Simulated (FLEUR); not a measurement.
**BiTe in FLEUR: convergence with Kmax**

Input of the first run (Kmax 2.6); the others differ in this setting and in those tied to it:

The input inp.xml:

```xml
<?xml version="1.0" encoding="UTF-8" standalone="no"?>
<fleurInput fleurInputVersion="0.39">
   <comment>
      BiTe                                                                                                
   </comment>
   <calculationSetup>
      <cutoffs Kmax="2.6" Gmax="16.5" GmaxXC="16.5" numbands="0"/>
      <scfLoop itmax="60" minDistance="0.00001" maxIterBroyd="15" imix="Anderson" alpha="0.05" precondParam="0.0" spinf="2.0" sdNocoIR="T"/>
      <coreElectrons ctail="T" frcor="F" kcrel="0" coretail_lmax="0"/>
      <xcFunctional name="PBEs" relativisticCorrections="F"/>
      <magnetism jspins="1"/>
      <soc l_soc="F" theta="0.0" phi="0.0" spav="F"/>
      <expertModes spex="0" secvar="F"/>
      <geometryOptimization l_f="T" forcealpha="1.0" forcemix="BFGS" epsdisp="0.0005" epsforce="0.0002"/>
      <ldaU l_linMix="F" mixParam="0.05" spinf="1.0"/>
   </calculationSetup>
   <cell>
      <bzIntegration valenceElectrons="43.0" mode="hist" fermiSmearingEnergy="0.00183747">
         <kPointListSelection listName="default-1"/>
         <!-- k-points included here -->
         <xi:include xmlns:xi="http://www.w3.org/2001/XInclude" href="kpts.xml"> </xi:include>
      </bzIntegration>
      <!-- symmetry operations included here -->
      <xi:include xmlns:xi="http://www.w3.org/2001/XInclude" href="sym.xml"> </xi:include>
      <bulkLattice scale="1.0">
         <bravaisMatrix>
            <row-1>    0.0000000000000000     6.1132640130809994     6.1132640130809994</row-1>
            <row-2>    6.1132640130809994     0.0000000000000000     6.1132640130809994</row-2>
            <row-3>    6.1132640130809994     6.1132640130809994     0.0000000000000000</row-3>
         </bravaisMatrix>
      </bulkLattice>
   </cell>
   <atomSpecies>
      <species name="Bismuth (Bi)" element="Bi" atomicNumber="83">
         <mtSphere radius="2.66" gridPoints="879" logIncrement="0.015"/>
         <atomicCutoffs lmax="10" lnonsphr="10"/>
         <electronConfig flipSpins="F">
            <coreConfig>(1s1/2) (2s1/2) (2p1/2) (2p3/2) (3s1/2) (3p1/2) (3p3/2) (4s1/2) (3d3/2) (3d5/2) (4p1/2) (4p3/2) (5s1/2) (4d3/2) (4d5/2) (4f5/2) (4f7/2)</coreConfig>
            <valenceConfig>(5p1/2) (5p3/2) (6s1/2) (5d3/2) (5d5/2) (6p1/2) (6p3/2)</valenceConfig>
            <stateOccupation state="(6p1/2)" spinUp="0.500000" spinDown="0.500000"/>
            <stateOccupation state="(6p3/2)" spinUp="1.000000" spinDown="1.000000"/>
         </electronConfig>
         <energyParameters s="6" p="6" d="5" f="5"/>
         <lo type="SCLO" l="1" n="5" eDeriv="0"/>
         <lo type="SCLO" l="1" n="5" eDeriv="1"/>
         <lo type="SCLO" l="0" n="6" eDeriv="2"/>
         <lo type="SCLO" l="2" n="5" eDeriv="2"/>
         <lo type="SCLO" l="3" n="5" eDeriv="2"/>
      </species>
      <species name="Tellurium (Te)" element="Te" atomicNumber="52">
         <mtSphere radius="2.66" gridPoints="879" logIncrement="0.015"/>
         <atomicCutoffs lmax="10" lnonsphr="10"/>
         <electronConfig flipSpins="F">
            <coreConfig>(1s1/2) (2s1/2) (2p1/2) (2p3/2) (3s1/2) (3p1/2) (3p3/2) (4s1/2) (3d3/2) (3d5/2)</coreConfig>
            <valenceConfig>(4p1/2) (4p3/2) (5s1/2) (4d3/2) (4d5/2) (5p1/2) (5p3/2)</valenceConfig>
            <stateOccupation state="(5p1/2)" spinUp="0.666667" spinDown="0.666667"/>
            <stateOccupation state="(5p3/2)" spinUp="1.333333" spinDown="1.333333"/>
         </electronConfig>
         <energyParameters s="5" p="5" d="5" f="4"/>
         <lo type="SCLO" l="1" n="4" eDeriv="0"/>
         <lo type="SCLO" l="1" n="4" eDeriv="1"/>
         <lo type="SCLO" l="2" n="4" eDeriv="0"/>
         <lo type="SCLO" l="2" n="4" eDeriv="1"/>
         <lo type="SCLO" l="0" n="5" eDeriv="2"/>
         <lo type="SCLO" l="3" n="4" eDeriv="2"/>
      </species>
   </atomSpecies>
   <atomGroups>
      <atomGroup species="Bismuth (Bi)">
         <relPos label="                   1">-.0170560000 -.0088040000 .0238150000</relPos>
         <force calculate="T" relaxXYZ="TTT"/>
      </atomGroup>
      <atomGroup species="Tellurium (Te)">
         <relPos label="                   2">.4961140000 .4922550000 -.4978130000</relPos>
         <force calculate="T" relaxXYZ="TTT"/>
      </atomGroup>
   </atomGroups>
   <output dos="F" band="F" slice="F">
      <checks vchk="F" cdinf="F"/>
      <bandDOS minEnergy="-.5*Htr" maxEnergy="0.5*Htr" sigma="0.015" storeEVData="T"/>
      <vacuumDOS vacdos="F" integ="F" star="F" nstars="0" locx1="0.0" locy1="0.0" locx2="0.0" locy2="0.0" nstm="0" tworkf="0.0"/>
      <unfoldingBand unfoldBand="F" supercellX="1" supercellY="1" supercellZ="1"/>
      <plotting iplot="0" polar="F">
         <plot TwoD="T" vec1="  1.0  0.0  0.0" vec2="  0.0  1.0  0.0" vec3="  0.0  0.0  1.0" zero="  0.0  0.0  0.0" file="plot"/>
      </plotting>
      <chargeDensitySlicing numkpt="0" minEigenval="0.0" maxEigenval="0.0" nnne="0" pallst="F"/>
      <specialOutput eonly="F"/>
      <moessbauerParams electricFieldGradient="T" isomerShift="T" coreHyperfine="T" valenceHyperfine="T"/>
      <magneticCircularDichroism mcd="F" energyLo="-10.0" energyUp="0.0"/>
   </output>
  <!-- We include the file relax.xml here to enable relaxations (see documentation) -->
  <xi:include xmlns:xi="http://www.w3.org/2001/XInclude" href="relax.xml"> <xi:fallback/> </xi:include>
</fleurInput>
```

crystal.txt

```
BiTe
&input cartesian=F /
0.0000000000  3.2350000000  3.2350000000
3.2350000000  0.0000000000  3.2350000000
3.2350000000  3.2350000000  0.0000000000
1.8897261246
1.0 1.0 1.0

2
83 -0.0170560000  -0.0088040000  0.0238150000
52 0.4961140000  0.4922550000  0.5021870000

&kpt div1=3 div2=3 div3=3 gamma=T /
```

Potentials or basis: all-electron, FLAPW.

The run is started by

```bash
$ inpgen -f crystal.txt -profile fastHighL
$ # inp.xml edited to the form shown
$ fleur_MPI
```

The cell isn't the ideal one: atoms moved at random.

Hardware: 1 thread of Arm Neoverse V1, with other jobs on the host.

Q: The values tried are 2.6, 3, 3.4, 3.8, 4.2, 4.6, 5, 5.5, loosest first. From which on does the energy stay within 1 meV/atom of the tightest run that finished?

A: From 4.6 on.

```csv
Kmax,"energy less the tightest run, at zero smearing (meV/atom)",largest force (eV/Å),SCF cycles,CPU time (s),peak memory (GiB)
2.6,507.02,0.030,16,100,0.27
3,128.88,0.038,16,110,0.27
3.4,29.02,0.036,16,120,0.27
3.8,5.00,0.036,16,140,0.27
4.2,1.04,0.036,16,180,0.27
4.6,0.20,0.036,16,250,0.27
5,0.04,0.036,16,390,0.28
5.5,0.00,0.036,16,710,0.28
```

Against the tightest run, the largest force stays within 0.005 eV/Å from 3 on. The tightest run that finished is the yardstick and may itself not be fully converged.

Caveat, for the tightest run too: the k mesh is coarse (spacing up to 0.56 Å⁻¹), so the values aren't converged; the cutoff is high for the widest sphere, where the basis turns nearly dependent and energies can drift low; spin-orbit coupling is left out, which moves the levels of the heavy elements.
